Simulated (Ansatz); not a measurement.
# WSe2: how the settings move a relaxation

Question: which choices in the input matter for WSe2?

Computed with Ansatz 0.2.0 (reference: DFT, r2SCAN, PAW with Ansatz's default frozen-core files, scalar-relativistic; relaxation of cell and atoms, unless a step's input says otherwise).

## 1. The starting structure

Symmetry: P6_3/mmc, No. 194, hexagonal system. The conventional cell has a = 3.290 Å, b = 3.290 Å, c = 12.970 Å, α = 90.00°, β = 90.00°, γ = 120.00°. W (site symmetry -6m2) has 6 Se at 2.53 Å in its first shell of neighbours. Se (site symmetry 3m) has 3 W at 2.53 Å in its first shell of neighbours.

Coordinates:

```
CELL_PARAMETERS angstrom
3.29000 0.00000 0.00000
-1.64500 2.84922 0.00000
0.00000 0.00000 12.97000
ATOMIC_POSITIONS crystal
W 0.33333 0.66667 0.25000
W 0.66667 0.33333 0.75000
Se 0.33333 0.66667 0.62100
Se 0.66667 0.33333 0.12100
Se 0.33333 0.66667 0.87900
Se 0.66667 0.33333 0.37900
```

## 2. The reference run

input.yaml

```yaml
crystal:
  lattice:
    - [3.29000000002, 0.0, 0.0]
    - [-1.64500000001, 2.84922357847, 0.0]
    - [0.0, 0.0, 12.97]
  atoms:
    - { symbol: W, position: [0.333333333333, 0.666666666667, 0.25] }
    - { symbol: W, position: [0.666666666667, 0.333333333333, 0.75] }
    - { symbol: Se, position: [0.333333333333, 0.666666666667, 0.621] }
    - { symbol: Se, position: [0.666666666667, 0.333333333333, 0.121] }
    - { symbol: Se, position: [0.333333333333, 0.666666666667, 0.879] }
    - { symbol: Se, position: [0.666666666667, 0.333333333333, 0.379] }
kpoints:
  mp_grid: { grid: [10, 10, 4] }
scf:
  occupations: { method: fermi_dirac, width: 0.1 }
hamiltonian:
  xc: r2scan
  pseudopotentials: { kind: paw }
relax:
  f_tol: 0.002
  max_steps: 80
  cell: {}
output:
  forces: true
  stress: true
```

Command:

```
> ansatz run input.yaml --threads 2 --pin off --max-ram 6144MiB --backend cpu --events-out ev --progress --plain --runs-dir out
```

## 3. A further run, with the input changed

Edit input.yaml of step 2 so:

```diff
@@ -13,5 +13,5 @@
 kpoints:
-  mp_grid: { grid: [10, 10, 4] }
+  mp_grid: { grid: [9, 9, 3] }
 scf:
-  occupations: { method: fermi_dirac, width: 0.1 }
+  occupations: { method: fixed }
 hamiltonian:
```

(Steps that only read results are left out.)

Q: Predict the outcome of this session. Wanted: for each run, ending; energy change; pressure; gap; force.

**Answer**, as computed:

```tsv
run	ending	energy change	pressure (GPa)	gap (eV)	force (eV/Å)	cycles	time
reference	converged	0	0.0	1.38	0.00	52	59 s
1: mp_grid.grid [9, 9, 3], occupations.method fixed	converged	+0.1 meV/atom (σ→0)	0.0	1.42	0.00	52	32 s
```

**Reading.** Changing the k-point mesh and smearing moves the energy by +0.1 meV/atom (σ→0 values), and the gap on the mesh goes from 1.38 to 1.42 eV. More than one kind of setting changed, and this run alone doesn't tell their shares apart. A gap read on a mesh depends on which points the mesh holds, and a coarse mesh shifts the density too. Cost: 32 s against 59 s. The gap of the reference lacks spin-orbit coupling, though the cell holds W.

The cell is layered and no dispersion term is used, so the spacing and stiffness across the layers are uncertain.
